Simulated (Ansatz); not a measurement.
Crystal: MgB.

```
Mg B
1.0
     2.89515    0.00000    0.00000
     0.00000    2.89515    0.00000
     0.00000    0.00000    2.89515
Mg B
1 1
Direct
  0.00000 0.00000 0.00000
  0.50000 0.50000 0.50000
```

The cell was built by a generator and needn't be a form met in nature.

- Program: Ansatz 0.2.0
- Task: relaxation of cell and atoms
- Functional: BLYP
- Dispersion: D3(BJ)
- Potentials or basis: Ansatz PAW
- Cutoff: 420 eV (not typed: the program's choice for these potentials)
- k mesh: 9 × 9 × 9
- Occupations: fermi-dirac, width 0.05 eV
- Spin: no spin polarisation

At the start: volume 12.13 Å³/atom.

**Question.** How do energy, volume and symmetry change on relaxing?

**Answer.** It ends after 7 steps and the volume is 11.24 Å³/atom (-7.3 %); space group Pm-3m (No. 221, to 0.05 Å).

Step by step:
| step | energy change (eV) | largest force (eV/Å) | volume (Å³) |
| --- | --- | --- | --- |
| 1 | 0.0000 | 0.0000 | 24.27 |
| 2 | -0.0333 | 0.0000 | 22.97 |
| 3 | -0.0363 | 0.0000 | 22.43 |
| 4 | -0.0363 | 0.0000 | 22.50 |
| 5 | -0.0356 | 0.0000 | 22.50 |
| 6 | -0.0356 | 0.0000 | 22.49 |
| 7 | -0.0356 | 0.0000 | 22.49 |

Final structure:
```
Mg B
1.0
     2.82250    0.00000    0.00000
     0.00000    2.82250    0.00000
     0.00000    0.00000    2.82250
Mg B
1 1
Direct
  0.00000 0.00000 0.00000
  0.50000 0.50000 0.50000
```

Caveat: the plane-wave basis is chosen anew once the cell has moved, so the energies of steps on either side of that aren't comparable; pairwise dispersion overbinds metals, which lowers pressure and volume; the PAW data sets come from PBE, with cores solved anew for the run's functional, which leaves a small shift of forces and pressure.
